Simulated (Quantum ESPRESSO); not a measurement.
Si:

```
Si
1.0
     0.00000    2.72185    2.72185
     2.72185    0.00000    2.72185
     2.72185    2.72185    0.00000
Si
2
Direct
  0.50000 0.50000 0.50000
  0.75000 0.75000 0.75000
```

Base run:

- Program: Quantum ESPRESSO 7.5
- Functional: PBEsol
- Potentials or basis: PseudoDojo 0.4.1 SR PBEsol standard
- Cutoff: 490 eV
- Density cutoff: 1959 eV
- k mesh: 6 × 6 × 6
- Occupations: fixed
- Spin: no spin polarisation

Its results: band gap on the k mesh, mean-field level 0.61 eV, indirect (least direct gap 2.51 eV).

**Question.** The run is repeated on the same cell with these changes: k mesh from 6 × 6 × 6 to 20 × 20 × 20; k mesh of the self-consistent run from 8 × 8 × 8 to 20 × 20 × 20. What comes out?

**Answer.** Band gap on the k mesh, mean-field level 0.48 eV, indirect (least direct gap 2.51 eV).

A k mesh can miss the band edges.
